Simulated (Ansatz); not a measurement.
# FH₆NSi₂Sn: up Jacob's ladder to CCSD(T)

How much do the methods differ for FH₆NSi₂Sn? The plan is to run it at one geometry with functionals of several rungs and with coupled cluster. The yardstick is the atomisation energy at the CCSD(T) limit.

Computed with Ansatz 0.2.0, Gaussian basis. Level: functionals in def2-TZVPP, the program's frozen cores in correlated methods.

The runs, in order: LDA (SPW92), PBE-D4, revPBE-D4, BLYP-D4, r2SCAN-D4, B97M-V, PBE0-D4, B3LYP-D4, r2SCANh-D4, r2SCAN0-D4, HSE06-D4, BHLYP-D4, CAM-B3LYP-D4, LC-ωPBE, ωB97X-V, ωB97M-V, B2PLYP, PBE-QIDH; CCSD(T)/def2-SVP; CCSD(T)/def2-TZVPP; MP2/def2-QZVPP; extrapolation to the limit; RPA on PBE.

### Step 1. The geometry

An earlier PBE0-D4 in a triple-zeta def2 set relaxation fixed the geometry. Sn takes the def2 core potential; no spin-orbit term is included.

SMILES `[F][Sn][N]([SiH3])[SiH3]`, 11 atoms, charge 0, spin multiplicity 1.

Atoms are counted from 1 here; the program's logs count them from 0.

Bond lengths: F1–Sn2 1.953 Å, Sn2–N3 2.044 Å, N3–Si4 1.729 Å, N3–Si5 1.746 Å, Si4–H6 1.487 Å, Si4–H7 1.487 Å, Si4–H8 1.494 Å, Si5–H9 1.483 Å, Si5–H10 1.483 Å, Si5–H11 1.492 Å. Angles: F1–Sn2–N3 90.9°, Sn2–N3–Si4 119.2°, Sn2–N3–Si5 120.9°, Si4–N3–Si5 119.9°, N3–Si4–H6 112.4°, N3–Si4–H7 112.4°, N3–Si4–H8 107.0°, H6–Si4–H7 108.2°, H6–Si4–H8 108.4°, H7–Si4–H8 108.4°, N3–Si5–H9 111.9°, N3–Si5–H10 111.9°, N3–Si5–H11 106.6°, H9–Si5–H10 109.7°, H9–Si5–H11 108.2°, H10–Si5–H11 108.2°.

### Step 2. LDA

This LDA is Slater exchange with PW92 correlation.

Contents of in.yaml:

```yaml
crystal:
  periodic: [false, false, false]
  atoms:
    - {symbol: F, position_ang: [-0.965037, 2.894275, -0.068032]}
    - {symbol: Sn, position_ang: [-1.317211, 1.575220, 1.328248]}
    - {symbol: N, position_ang: [-0.236681, 0.167136, 0.315174]}
    - {symbol: Si, position_ang: [-0.074772, -1.417134, 0.988447]}
    - {symbol: Si, position_ang: [0.520174, 0.543916, -1.212497]}
    - {symbol: H, position_ang: [-0.652539, -2.468674, 0.109187]}
    - {symbol: H, position_ang: [1.342543, -1.772725, 1.266672]}
    - {symbol: H, position_ang: [-0.823770, -1.420912, 2.281624]}
    - {symbol: H, position_ang: [1.533181, 1.619382, -1.078732]}
    - {symbol: H, position_ang: [-0.475079, 0.920443, -2.246117]}
    - {symbol: H, position_ang: [1.214493, -0.697929, -1.663374]}
basis:
  gaussian: {orbitals: def2-TZVPP}
hamiltonian: {xc: lda}
output: {orbitals: {seedname: orbitals}}
```

Started as:

```bash
$ ansatz run in.yaml --threads 4 --pin off --events-out ev --progress --plain --max-ram 11315MiB
```

Further steps of the session: PBE-D4 (GGA); revPBE-D4 (GGA); BLYP-D4 (GGA); r2SCAN-D4 (meta-GGA); B97M-V (meta-GGA); PBE0-D4 (hybrid); B3LYP-D4 (hybrid); r2SCANh-D4 (hybrid); r2SCAN0-D4 (hybrid); HSE06-D4 (hybrid); BHLYP-D4 (hybrid); CAM-B3LYP-D4 (range-separated); LC-ωPBE (range-separated); ωB97X-V (range-separated); ωB97M-V (range-separated); B2PLYP (double hybrid); PBE-QIDH (double hybrid); CCSD(T) in def2-SVP; CCSD(T) in def2-TZVPP; MP2 in def2-QZVPP; RPA on PBE orbitals.

**Question.** What will the summary of the whole plan be? Wanted: atomisation energy, CCSD(T)/CBS; farthest beyond LDA; mean size of error, GGA; mean size of error, meta-GGA; mean size of error, hybrid; mean size of error, range-separated; mean size of error, double hybrid; gap, smallest and largest; T1 diagnostic.

The runs gave:

| quantity | value |
| --- | --- |
| atomisation energy, CCSD(T)/CBS | 3508.6 kJ/mol |
| functionals within 35.1 kJ/mol (1.0 %) | PBE-D4, BLYP-D4, B97M-V, B3LYP-D4, CAM-B3LYP-D4, ωB97X-V, ωB97M-V |
| farthest beyond LDA | r2SCAN0-D4 (-106.9 kJ/mol) |
| mean size of error, GGA | 48.8 kJ/mol |
| mean size of error, meta-GGA | 24.1 kJ/mol |
| mean size of error, hybrid | 80.2 kJ/mol |
| mean size of error, range-separated | 32.1 kJ/mol |
| mean size of error, double hybrid | 87.4 kJ/mol |
| gap, smallest and largest | 3.26 eV (LDA (SPW92)), 9.89 eV (LC-ωPBE) |
| T1 diagnostic | 0.0158 |
| triples share of the correlation energy | 3.4 % |

What this shows: The LDA atomisation energy is off by 402.5 kJ/mol (11 %): it overbinds. PBE-D4 is off by -27.4 kJ/mol. Double hybrids carry the basis error of their MP2 part in triple zeta, and no dispersion term here, so their miss is partly the set-up's. The rungs meta-GGA, range-separated miss on average by less than the doubt on the reference (35.1 kJ/mol), so they tie. The reference freezes the cores and leaves out spin-orbit coupling and excitations past (T), and its outer-core shells are covered unevenly, so misses under about 35.1 kJ/mol can't be ranked. All levels share the lack of spin-orbit coupling, which lowers the free heavy atoms and so the true binding. Hartree-Fock recovers 71 % of the binding; the rest is correlation. CCSD(T) in def2-SVP is off by -322.4 kJ/mol, more than most functionals: a good method in a small basis is no reference. The gap grows from 3.3 to 9.9 eV across the functionals, mostly with the share of exact exchange. Correlated methods include outer-core shells of Sn, which these sets cover unevenly.
